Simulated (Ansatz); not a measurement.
The system is SiNi2.

```
Ni Si
1.0
     4.99000    0.00000    0.00000
     0.00000    3.72000    0.00000
     0.00000    0.00000    7.03000
Ni Si
8 4
Direct
  0.32500 0.75000 0.93700
  0.67500 0.25000 0.06300
  0.17500 0.25000 0.43700
  0.82500 0.75000 0.56300
  0.45800 0.75000 0.29700
  0.54200 0.25000 0.70300
  0.04200 0.25000 0.79700
  0.95800 0.75000 0.20300
  0.78600 0.75000 0.88600
  0.21400 0.25000 0.11400
  0.71400 0.25000 0.38600
  0.28600 0.75000 0.61400
```

```yaml
Program: Ansatz 0.2.0
Task: relaxation of cell and atoms
Functional: PBEsol
Potentials_or_basis: Ansatz PAW
Cutoff: "420 eV (not typed: the program's choice for these potentials)"
k_mesh: 6 × 7 × 4
Occupations: fermi-dirac, width 0.05 eV
Spin: collinear spin, ferromagnetic start
Starting_moments: "[1.0, 1.0, 1.0, 1.0, 1.0, 1.0, 1.0, 1.0, 0.0, 0.0, 0.0, 0.0] μB"
```

At the start: volume 10.87 Å³/atom.

Problem. Where does the relaxation end?

Solution. It ends after 6 steps and the volume is 10.61 Å³/atom (-2.4 %); space group Pnma (No. 62, to 0.05 Å); moment 0.00 μB per cell.

The path:
```tsv
step	energy change (eV)	largest force (eV/Å)	volume (Å³)
1	0.0000	0.3604	130.50
2	-0.0548	0.2187	128.86
3	-0.0774	0.0451	127.28
4	-0.0798	0.0206	127.38
5	-0.0802	0.0026	127.35
6	-0.0791	0.0025	127.35
```

Final structure:
```xyz
12
Lattice="4.9104 0.0000 0.0000 0.0000 3.7026 0.0000 0.0000 0.0000 7.0045" Properties=species:S:1:pos:R:3 pbc="T T T"
Ni    1.6122    2.7769    6.5820
Ni    3.2982    0.9256    0.4225
Ni    0.8430    0.9256    3.0797
Ni    4.0674    2.7769    3.9248
Ni    2.2468    2.7769    2.0461
Ni    2.6636    0.9256    4.9584
Ni    0.2084    0.9256    5.5483
Ni    4.7020    2.7769    1.4562
Si    3.8904    2.7769    6.2126
Si    1.0200    0.9256    0.7919
Si    3.4752    0.9256    2.7104
Si    1.4352    2.7769    4.2941
```

Caveat: the plane-wave basis is chosen anew once the cell has moved, so the energies of steps on either side of that aren't comparable; the PAW data sets come from PBE, with cores solved anew for the run's functional, which leaves a small shift of forces and pressure; the starting moments weren't kept.
